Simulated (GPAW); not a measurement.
# HfIn4SiO6 (C2) in GPAW: relaxation of cell and atoms with PBE+D3(BJ)

Aim: the relaxation of cell and atoms of HfIn4SiO6 with PBE+D3(BJ).

Everything below comes from runs of GPAW 26.7.0. Logs are shortened: lines on timing, memory, paths and dates and some standing lists are left out, and cuts for length are marked. The log counts tension as positive stress, the text compression.

### Step 1. The structure

The structure is monoclinic, space group C2 (No. 5). Conventional cell: a = 5.432 Å, b = 9.407 Å, c = 7.636 Å, α = 90.00°, β = 104.07°, γ = 90.00°. Hf (site symmetry 2) is surrounded by 6 O at 2.13 to 2.14 Å. In (site symmetry 2) is surrounded by 2 O at 2.73 Å and 4 In at 3.12 Å. Around In (site symmetry 2) lie 6 O at 2.23 Å. In (site symmetry 2) is surrounded by 2 O at 2.73 Å and 3 In at 3.07 to 3.12 Å. In (site symmetry 2) is surrounded by 2 O at 2.73 Å and 3 In at 3.07 to 3.12 Å. Si (site symmetry 2) has 6 O at 1.85 Å as nearest neighbours. O (site symmetry 1) has 1 Si at 1.85 Å as nearest neighbours. Around O (site symmetry 1) lie 1 Si at 1.85 Å.

The cell was built by a generator and needn't be a form met in nature.

### Step 2. Relaxation of cell and atoms, PBE+D3(BJ)

Contents of run.py:

```python
from ase import Atoms
from ase.calculators.mixing import SumCalculator
from ase.filters import FrechetCellFilter
from ase.io import write
from ase.optimize import BFGS
from dftd3.ase import DFTD3
from gpaw import GPAW, PW

atoms = Atoms(['Hf', 'In', 'In', 'In', 'In', 'Si', 'O', 'O', 'O', 'O', 'O', 'O'],
              cell=[[2.71585, -4.70357, 0.00833],
                    [2.71585, 4.70357, 0.00833],
                    [-1.87915, 0.0, 7.40127]],
              scaled_positions=[[0.78835, 0.21165, 0.0],
                                [0.62175, 0.37825, 0.5],
                                [0.45502, 0.54498, 0.0],
                                [0.28407, 0.71593, 0.5],
                                [0.95814, 0.04186, 0.5],
                                [0.12168, 0.87832, 0.0],
                                [0.06219, 0.11415, 0.86666],
                                [0.88585, 0.93781, 0.13334],
                                [0.7949, 0.53784, 0.86663],
                                [0.46216, 0.2051, 0.13337],
                                [0.15352, 0.62879, 0.13333],
                                [0.37121, 0.84648, 0.86667]],
              pbc=True)

calc = GPAW(mode=PW(800),
            xc='PBE',
            kpts={'size': (3, 3, 2), 'gamma': True},
            occupations={'name': 'fermi-dirac', 'width': 0.05},
            nbands=83,
            convergence={'density': 1e-05, 'forces': 0.0001},
            maxiter=150,
            txt='gpaw.txt')
atoms.calc = SumCalculator([calc, DFTD3(method='pbe', damping='d3bj')])
opt = BFGS(FrechetCellFilter(atoms), trajectory='relax.traj', logfile='-')
done = opt.run(fmax=0.02, steps=60)
calc.write('gs.gpw')
write('result.traj', atoms)
print('Converged:', done)
print('Cell:', atoms.cell.cellpar().round(4))
print('Volume:', round(atoms.get_volume(), 4))
print(atoms.get_scaled_positions().round(5))
```

Potentials or basis: GPAW PAW data sets (gpaw-data 1.2.1), pw.

Command:

```console
$ OMP_NUM_THREADS=1 python run.py
```

gpaw.txt:

```text
__  _  _
 | _ |_)|_||  |
 |__||  | ||/\| - 26.7.0

Input parameters:
  mode=PW(ecut=800.0),
  convergence={'density': 1e-05, 'forces': 0.0001},
  kpts=MonkhorstPack(size=(3, 3, 2), gamma=True),
  maxiter=150,
  nbands=83,
  occupations=Occupations(name='fermi-dirac', width=0.05),
  xc=XC(name='PBE')

Diagonalizing LCAO Hamiltonian
Converting LCAO to pw mode

                  O

          O      O

                  In

                In
                  O
              In     Si O
               O
                   In
                 Hf

Atoms  # Å, Bohr magnetons
|    | symbol |         x |         y |        z |    initial magnetic moments |
|----|--------|-----------|-----------|----------|-----------------------------|
|  0 |     Hf |  2.715850 | -2.712549 | 0.008330 | ( 0.0000,  0.0000,  0.0000) |
|  1 |     In |  1.776275 | -1.145319 | 3.708965 | ( 0.0000,  0.0000,  0.0000) |
|  2 |     In |  2.715850 |  0.423133 | 0.008330 | ( 0.0000,  0.0000,  0.0000) |
|  3 |     In |  1.776275 |  2.031284 | 3.708965 | ( 0.0000,  0.0000,  0.0000) |
|  4 |     In |  1.776275 | -4.309787 | 3.708965 | ( 0.0000,  0.0000,  0.0000) |
|  5 |     Si |  2.715850 |  3.558909 | 0.008330 | ( 0.0000,  0.0000,  0.0000) |
|  6 |      O | -1.149671 |  0.244397 | 6.415854 | ( 0.0000,  0.0000,  0.0000) |
|  7 |      O |  4.702221 |  0.244397 | 1.002076 | ( 0.0000,  0.0000,  0.0000) |
|  8 |      O |  1.990994 | -1.209100 | 6.425264 | ( 0.0000,  0.0000,  0.0000) |
|  9 |      O |  1.561556 | -1.209100 | 0.992666 | ( 0.0000,  0.0000,  0.0000) |
| 10 |      O |  1.874090 |  2.235466 | 0.993328 | ( 0.0000,  0.0000,  0.0000) |
| 11 |      O |  1.678460 |  2.235466 | 6.424602 | ( 0.0000,  0.0000,  0.0000) |

Unit cell  # Å
| periodic |         x |         y |        z |  lengths |     angles |
|----------|-----------|-----------|----------|----------|------------|
|      yes |  2.715850 | -4.703570 | 0.008330 | 5.431343 |  96.982456 |
|      yes |  2.715850 |  4.703570 | 0.008330 | 5.431343 |  96.982456 |
|      yes | -1.879150 |  0.000000 | 7.401270 | 7.636099 | 119.995334 |
[... 222 lines left out ...]
Fermi level: 7.567
Eigenvalues  # (at kpt = [0.000, 0.000, 0.000])
| band index |      eig [eV] | occ [0-2] |
|------------|---------------|-----------|
|          0 |       -56.320 |     2.000 |
|        ... |               |           |
|         45 |         3.351 |     2.000 |
|         46 |         3.391 |     2.000 |
|         47 |         3.768 |     2.000 |
|         48 |         3.856 |     2.000 |
|         49 |         6.779 |     2.000 |
|         50 |         6.975 |     2.000 |
[... 8 lines left out ...]
|         59 |         9.639 |     0.000 |
|         60 |        11.692 |     0.000 |
|        ... |               |           |
|         82 |        19.794 |     0.000 |

No gap
No difference between direct/indirect transitions

Stress tensor  # eV/Ang^3
|         x |        y |         z |
|-----------|----------|-----------|
| -0.000778 | 0.000000 | -0.000105 |
|  0.000000 | 0.000322 |  0.000000 |
| -0.000105 | 0.000000 | -0.004339 |

Forces  # eV/Ang
|        x |        y |        z |
|----------|----------|----------|
|  0.00000 | -0.00399 |  0.00000 |  # Hf   0
|  0.00000 | -0.07339 |  0.00000 |  # In   1
|  0.00000 |  0.00740 |  0.00000 |  # In   2
|  0.00000 |  0.25255 |  0.00000 |  # In   3
| -0.00000 | -0.18625 |  0.00000 |  # In   4
|  0.00000 |  0.00215 |  0.00000 |  # Si   5
|  0.14221 |  0.07150 |  0.00239 |  # O    6
| -0.14221 |  0.07150 | -0.00239 |  # O    7
| -0.13407 |  0.09271 | -0.00122 |  # O    8
|  0.13407 |  0.09271 |  0.00122 |  # O    9
|  0.00879 | -0.16344 | -0.01077 |  # O   10
| -0.00879 | -0.16344 |  0.01077 |  # O   11

Interpolating wave functions to new cell

                  O

          O      O

                  In

                In
                  O
              In     Si O
               O
                   In
                 Hf
[... 4248 lines left out ...]
|         47 |         3.959 |     2.000 |
|         48 |         4.035 |     2.000 |
|         49 |         7.212 |     2.000 |
|         50 |         7.394 |     2.000 |
[... 8 lines left out ...]
|         59 |         9.890 |     0.000 |
|         60 |        12.043 |     0.000 |
|        ... |               |           |
|         82 |        20.107 |     0.000 |

No gap
No difference between direct/indirect transitions

Stress tensor  # eV/Ang^3
|         x |         y |         z |
|-----------|-----------|-----------|
| -0.017735 |  0.000000 | -0.000084 |
|  0.000000 | -0.017395 | -0.000000 |
| -0.000084 | -0.000000 | -0.013489 |

Forces  # eV/Ang
|        x |        y |        z |
|----------|----------|----------|
|  0.00000 | -0.00635 |  0.00000 |  # Hf   0
| -0.00000 | -0.02833 |  0.00000 |  # In   1
| -0
[... cut ...]
.00003 | -0.00000 |  # Si   5
| -0.00655 |  0.01111 | -0.00357 |  # O    6
|  0.00655 |  0.01111 |  0.00357 |  # O    7
| -0.00380 | -0.00780 | -0.00148 |  # O    8
|  0.00380 | -0.00780 |  0.00148 |  # O    9
| -0.01013 |  0.00142 |  0.00283 |  # O   10
|  0.01013 |  0.00142 | -0.00283 |  # O   11

Interpolating wave functions to new cell

                  O

          O      O

                  In

                In
                  O
              In     Si O
                O
                   In
                 Hf

Atoms  # Å, Bohr magnetons
|    | symbol |         x |         y |        z |    initial magnetic moments |
|----|--------|-----------|-----------|----------|-----------------------------|
|  0 |     Hf |  2.695704 | -2.693541 | 0.008802 | ( 0.0000,  0.0000,  0.0000) |
|  1 |     In |  1.763843 | -1.174596 | 3.675878 | ( 0.0000,  0.0000,  0.0000) |
|  2 |     In |  2.695704 |  0.420680 | 0.008802 | ( 0.0000,  0.0000,  0.0000) |
|  3 |     In |  1.763843 |  2.070410 | 3.675878 | ( 0.0000,  0.0000,  0.0000) |
|  4 |     In |  1.763843 | -4.299822 | 3.675878 | ( 0.0000,  0.0000,  0.0000) |
|  5 |     Si |  2.695704 |  3.534896 | 0.008802 | ( 0.0000,  0.0000,  0.0000) |
|  6 |      O | -1.127835 |  0.243144 | 6.347783 | ( 0.0000,  0.0000,  0.0000) |
|  7 |      O |  4.655520 |  0.243144 | 1.003973 | ( 0.0000,  0.0000,  0.0000) |
|  8 |      O |  1.970855 | -1.191343 | 6.356301 | ( 0.0000,  0.0000,  0.0000) |
|  9 |      O |  1.556830 | -1.191343 | 0.995455 | ( 0.0000,  0.0000,  0.0000) |
| 10 |      O |  1.865160 |  2.211499 | 0.994610 | ( 0.0000,  0.0000,  0.0000) |
| 11 |      O |  1.662525 |  2.211499 | 6.357146 | ( 0.0000,  0.0000,  0.0000) |
[... 1478 lines left out ...]
Stress tensor  # eV/Ang^3
|         x |         y |         z |
|-----------|-----------|-----------|
| -0.015887 | -0.000000 | -0.000095 |
| -0.000000 | -0.015958 | -0.000000 |
| -0.000095 | -0.000000 | -0.015313 |

Forces  # eV/Ang
|        x |        y |        z |
|----------|----------|----------|
|  0.00000 |  0.01800 | -0.00000 |  # Hf   0
|  0.00000 |  0.00654 | -0.00000 |  # In   1
|  0.00000 | -0.00391 |  0.00000 |  # In   2
|  0.00000 | -0.02001 |  0.00000 |  # In   3
|  0.00000 |  0.00503 | -0.00000 |  # In   4
|  0.00000 |  0.00304 | -0.00000 |  # Si   5
| -0.00028 | -0.00738 | -0.00557 |  # O    6
|  0.00028 | -0.00738 |  0.00557 |  # O    7
| -0.00241 | -0.00249 | -0.00948 |  # O    8
|  0.00241 | -0.00249 |  0.00948 |  # O    9
|  0.00242 |  0.00558 |  0.00800 |  # O   10
| -0.00242 |  0.00558 | -0.00800 |  # O   11

# Writing to gs.gpw (mode='')
```

stdout:

```text
Step          Energy          fmax
BFGS:    0      -79.116800        0.255240
BFGS:    1      -79.122630        0.256681
BFGS:    2      -79.148358        0.217997
BFGS:    3      -79.151453        0.143208
BFGS:    4      -79.156192        0.105010
BFGS:    5      -79.159503        0.089237
[... 12 lines left out ...]
BFGS:   18      -79.165172        0.027085
BFGS:   19      -79.165299        0.017236
Converged: True
Cell: [  5.3998   5.3998   7.5497  96.9998  96.9998 120.025 ]
Volume: 184.8446
[[0.78837 0.21163 1.     ]
 [0.62758 0.37242 0.5    ]
 [0.4549  0.5451  0.     ]
 [0.27758 0.72242 0.5    ]
 [0.95968 0.04032 0.5    ]
 [0.12161 0.87839 0.     ]
 [0.06342 0.11585 0.86509]
 [0.88415 0.93658 0.13491]
 [0.79228 0.53711 0.86506]
 [0.46289 0.20772 0.13494]
 [0.1555  0.62914 0.13485]
 [0.37086 0.8445  0.86515]]
```

Wall time 59 min (1 thread of Arm Neoverse V1, shared host); peak memory 0.95 GiB.

What came out:

```
Free energy                            : -79.1737 eV
Relaxed volume                         : 15.40 Å³/atom
Relaxed cell                           : a = 5.400 Å, b = 5.400 Å, c = 7.550 Å, α = 97.00°, β = 97.00°, γ = 120.02°
Space group after relaxing (to 0.05 Å) : C2 (No. 5)
Energy gained by relaxing              : 4.0 meV/atom
Ionic steps                            : 20
Pressure after relaxing                : 0.0 GPa
Largest force after relaxing           : 0.017 eV/Å
Band gap on the k mesh                 : none (metal or under the smearing width)
Dispersion energy per atom             : -0.231 eV
```

Forces on the atoms (eV/Å):
```
Hf   0.000  0.017  0.000
In   0.000  0.006  0.000
In   0.000 -0.004  0.000
In   0.000 -0.017  0.000
In   0.000  0.003  0.000
Si   0.000  0.003  0.000
O    0.000 -0.007 -0.006
O    0.000 -0.007  0.006
O   -0.003 -0.003 -0.009
O    0.003 -0.003  0.009
O    0.002  0.005  0.008
O   -0.002  0.005 -0.008
```

The path:
| step | energy change (eV) | largest force (eV/Å) | pressure (GPa) | volume (Å³) |
| --- | --- | --- | --- | --- |
| 1 | 0.0000 | 0.2552 | -2.11 | 189.24 |
| 2 | -0.0058 | 0.2568 | -2.03 | 189.10 |
| 3 | -0.0316 | 0.2187 | -1.05 | 187.62 |
| 4 | -0.0347 | 0.1436 | -1.14 | 187.71 |
| 5 | -0.0394 | 0.0730 | -1.04 | 187.49 |
| 6 | -0.0427 | 0.0713 | -0.74 | 186.93 |
| 7 | -0.0437 | 0.0742 | -0.53 | 186.55 |
| 8 | -0.0445 | 0.0999 | -0.36 | 186.21 |
| 9 | -0.0453 | 0.1016 | -0.22 | 185.86 |
| 10 | -0.0460 | 0.0764 | -0.15 | 185.62 |
| 11 | -0.0465 | 0.0517 | -0.13 | 185.49 |
| 12 | -0.0469 | 0.0491 | -0.10 | 185.37 |
| 13 | -0.0474 | 0.0376 | -0.04 | 185.20 |
| 14 | -0.0476 | 0.0451 | 0.05 | 185.03 |
| 15 | -0.0477 | 0.0361 | 0.12 | 184.93 |
| 16 | -0.0479 | 0.0224 | 0.16 | 184.86 |
| 17 | -0.0480 | 0.0263 | 0.18 | 184.81 |
| 18 | -0.0482 | 0.0281 | 0.18 | 184.77 |
| 19 | -0.0484 | 0.0272 | 0.12 | 184.79 |
| 20 | -0.0485 | 0.0173 | 0.04 | 184.84 |

Final structure:
```
Hf In Si O
1.0
     2.69889   -4.67699    0.00902
     2.69889    4.67699    0.00902
    -1.86527    0.00000    7.31570
Hf In Si O
1 4 1 6
Direct
  0.78837 0.21163 0.00000
  0.62758 0.37242 0.50000
  0.45490 0.54510 0.00000
  0.27758 0.72242 0.50000
  0.95968 0.04032 0.50000
  0.12161 0.87839 0.00000
  0.06342 0.11585 0.86509
  0.88415 0.93658 0.13491
  0.79228 0.53711 0.86506
  0.46289 0.20772 0.13494
  0.15550 0.62914 0.13485
  0.37086 0.84450 0.86515
```

Levels at points of the mesh, in eV from the Fermi level:
```csv
k point,band 49,band 50,band 51,band 52,band 53,band 54,band 55,band 56
"(0.00, 0.00, 0.00)",-3.95,-0.77,-0.60,-0.54,-0.38,0.07,0.09,0.38
"(0.00, 0.00, 0.50)",-3.67,-1.25,-0.75,-0.57,-0.38,-0.34,0.06,0.11
```

Caveat: the k mesh is coarse (spacing up to 0.46 Å⁻¹), so the values aren't converged; later steps reuse the first step's grids; pairwise dispersion overbinds metals, which lowers pressure and volume.
